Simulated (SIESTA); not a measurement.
# TiPd2: equation of state with PBEsol

The system is TiPd2.

```
Pd Ti
1.0
    -1.63740    1.63740    4.38823
     1.63740   -1.63740    4.38823
     1.63740    1.63740   -4.38823
Pd Ti
2 1
Direct
  0.34314 0.34314 0.00000
  0.65687 0.65687 0.00000
  0.00000 0.00000 0.00000
```

The cell comes from a database or a generator and needn't be the stable form of this composition.

* Program: SIESTA 5.4.2
* Task: equation of state
* Functional: PBEsol
* Potentials or basis: PseudoDojo 0.4 standard (PBEsol files)
* Basis: DZP (energy shift 0.003 Ry; two zetas on semicore shells)
* Grid cutoff: 800 Ry
* Energy shift: 0.003 Ry
* k mesh: 11 × 11 × 11
* Occupations: fermi-dirac, width 0.05 eV
* Spin: no spin polarisation

```json
{
 "Equilibrium volume": "14.95 Å³/atom",
 "Bulk modulus at fixed shape and positions": "185 GPa",
 "Pressure derivative of the bulk modulus": "5.0"
}
```

Energy against volume, from the lowest point:
| volume (Å³/atom) | energy (meV/atom) |
| --- | --- |
| 14.746 | 1.12 |
| 15.059 | 0.00 |
| 15.373 | 6.05 |
| 15.687 | 18.66 |
| 16.001 | 36.98 |
| 16.314 | 59.96 |
| 16.628 | 87.67 |

All runs of the series together: 20 min on 1 thread of Arm Neoverse V2, with other jobs on the host.

Caveat: the cell was scaled at fixed shape and fractional positions, which overstates the stiffness of a crystal with free parameters, most of all of layers and chains; the basis of atomic orbitals isn't converged, which shifts pressures, moduli and gaps.
